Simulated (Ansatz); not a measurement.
**GeH4 (singlet): the correlation ladder at distance Ge1–H2 = 1.414 Å, 6-31G**

One table from this session's results is given with a row withheld; the runs are named, their logs left out.

Program: Ansatz 0.2.0, Gaussian basis. Level of theory: 6-31G, core rule «outside noble gas», up to 14 orbitals frozen. These are calculated values, not measurements.

The runs, in order: UHF; CCSD(T) on RHF; BCCD(T) on RHF; CISD; CCSDT(Q) on RHF; CCSDTQ on RHF; CASSCF and MRCISD+Q, 2 electrons in 2 orbitals; CASSCF and NEVPT2, 2 electrons in 2 orbitals; CASSCF and MRCISD+Q, 8 electrons in 8 orbitals; CASSCF and NEVPT2, 8 electrons in 8 orbitals; Full CI.

## The system

The geometry derives from a PBE0/def2-TZVP stationary point (not a proven minimum). One bond is set to the value named and the two fragments are kept rigid. No spin-orbit coupling is included. The filled d shell of Ge may be among the frozen orbitals whatever the setting's name suggests; the logs give the count.

5 atoms, charge 0, spin multiplicity 1.

Atoms are counted from 1 here; the program's logs count them from 0.

Bond lengths: Ge1–H2 1.414 Å, Ge1–H3 1.534 Å, Ge1–H4 1.534 Å, Ge1–H5 1.534 Å. Angles: H2–Ge1–H3 109.5°, H2–Ge1–H4 109.5°, H2–Ge1–H5 109.5°, H3–Ge1–H4 109.5°, H3–Ge1–H5 109.5°, H4–Ge1–H5 109.5°.

Geometry (Å):

| atom | x (Å) | y (Å) | z (Å) |
| --- | --- | --- | --- |
| Ge1 | 0.00091 | 0.00092 | 0.00091 |
| H2 | 0.81587 | 0.81852 | 0.81746 |
| H3 | -0.88697 | -0.88311 | 0.88657 |
| H4 | -0.88291 | 0.88543 | -0.88831 |
| H5 | 0.88830 | -0.88677 | -0.88157 |

Set-up of the first run:

File in.yaml:

```yaml
crystal:
  periodic: [false, false, false]
  atoms:
    - {symbol: Ge, position_ang: [0.000912, 0.000915, 0.000914]}
    - {symbol: H, position_ang: [0.815870, 0.818524, 0.817464]}
    - {symbol: H, position_ang: [-0.886975, -0.883107, 0.886572]}
    - {symbol: H, position_ang: [-0.882912, 0.885428, -0.888311]}
    - {symbol: H, position_ang: [0.888301, -0.886775, -0.881570]}
basis:
  gaussian: {orbitals: 6-31G}
magnetization: {spin_polarized: true, initial_magnetization: 0}
hamiltonian: {xc: hf}
output: {orbitals: {seedname: orbitals}}
```

Run with:

```console
$ ansatz run in.yaml --threads 1 --pin off --events-out ev --progress --plain --max-ram 4096MiB --backend cpu
```

Among the steps run: UHF; CCSD(T) on RHF; BCCD(T) on RHF; CISD; CCSDT(Q) on RHF; CCSDTQ on RHF; CASSCF and MRCISD+Q, 2 electrons in 2 orbitals; CASSCF and NEVPT2, 2 electrons in 2 orbitals; CASSCF and MRCISD+Q, 8 electrons in 8 orbitals; CASSCF and NEVPT2, 8 electrons in 8 orbitals; Full CI.

One table of the session follows, with a row left open; its other results are not shown here.

```
          method  from FCI (meV)
             RHF         +2310.7
            RMP2          +653.1
           RCCSD           +34.9
        RCCSD(T)            +9.4
         BCCD(T)            +9.3
          RCCSDT            +0.7
       RCCSDT(Q)            +0.2
         RCCSDTQ             0.0
     CASSCF pair         +1901.4
     NEVPT2 pair               ?
     MRCISD pair           +77.7
   MRCISD+Q pair            -6.2
  CASSCF valence          +612.0
  NEVPT2 valence          +171.1
  MRCISD valence           +15.7
MRCISD+Q valence            +8.2
             FCI               0
```

Estimate the missing values for NEVPT2 pair.

As computed: from FCI (meV): +556.0. In the column «from FCI (meV)» it lies between NEVPT2 valence (+171.1) and CASSCF valence (+612.0).

Caveats from the session: MRCISD+Q pair falls below full CI: the +Q correction isn't variational, and the cores differ from full CI's.
